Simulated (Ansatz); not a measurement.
# CH4OZn: basis-set convergence

One table from this session's results is given with a row withheld; the runs are named, their logs left out.

Computed with Ansatz 0.2.0, Gaussian basis. Level: one geometry, several basis sets.

The runs, in order: PBE0-D4/def2-SVP; ωB97M-V/def2-SVP; PBE0-D4/def2-QZVPP; ωB97M-V/def2-QZVPP; the functionals' def2-TZVPP values are taken from earlier runs.

**The relaxed structure**

The geometry comes from an earlier relaxation with PBE0-D4 in a triple-zeta def2 set; it is a stationary point, not always the lowest conformer.

7 atoms, charge 0, spin multiplicity 1.

Atoms are counted from 1 here; the program's logs count them from 0.

Bond lengths: C1–O2 1.396 Å, C1–H4 1.096 Å, C1–H5 1.099 Å, C1–H6 1.099 Å, O2–Zn3 1.770 Å, Zn3–H7 1.513 Å. Angles: O2–C1–H4 109.1°, O2–C1–H5 112.8°, O2–C1–H6 112.7°, H4–C1–H5 107.2°, H4–C1–H6 107.2°, H5–C1–H6 107.5°, C1–O2–Zn3 130.2°, O2–Zn3–H7 175.1°.

The first run:

The input, in.yaml:

```yaml
crystal:
  periodic: [false, false, false]
  atoms:
    - {symbol: C, position_ang: [-0.725292, 0.742618, -0.153837]}
    - {symbol: O, position_ang: [0.029997, -0.322852, -0.646143]}
    - {symbol: Zn, position_ang: [1.247423, -1.326771, 0.154796]}
    - {symbol: H, position_ang: [-1.371248, 1.123253, -0.953746]}
    - {symbol: H, position_ang: [-0.104124, 1.581717, 0.189727]}
    - {symbol: H, position_ang: [-1.378307, 0.450727, 0.680634]}
    - {symbol: H, position_ang: [2.301552, -2.248712, 0.728548]}
basis:
  gaussian: {orbitals: def2-SVP}
hamiltonian: {xc: pbe0, dispersion: d4}
output: {orbitals: {seedname: orbitals}}
```

Among the steps run: PBE0-D4 in def2-SVP; ωB97M-V in def2-SVP; PBE0-D4 in def2-QZVPP; ωB97M-V in def2-QZVPP.

One of the session's tables, all rows but one given; the rest of the session is left out.

It belongs to the step «Density functionals: the series». 

```
functional       basis  HOMO (eV)  LUMO (eV)
   PBE0-D4    def2-SVP      -6.92       0.21
   PBE0-D4  def2-TZVPP      -7.29      -0.41
   PBE0-D4  def2-QZVPP      -7.32      -0.49
   ωB97M-V    def2-SVP          ?          ?
   ωB97M-V  def2-TZVPP      -9.71       0.92
   ωB97M-V  def2-QZVPP      -9.75       0.60
```

Q: Estimate the row for ωB97M-V, def2-SVP from the others.

The run gave: HOMO (eV): -9.32; LUMO (eV): 1.66. In the column «HOMO (eV)» it lies between ωB97M-V, def2-TZVPP (-9.71) and PBE0-D4, def2-QZVPP (-7.32).
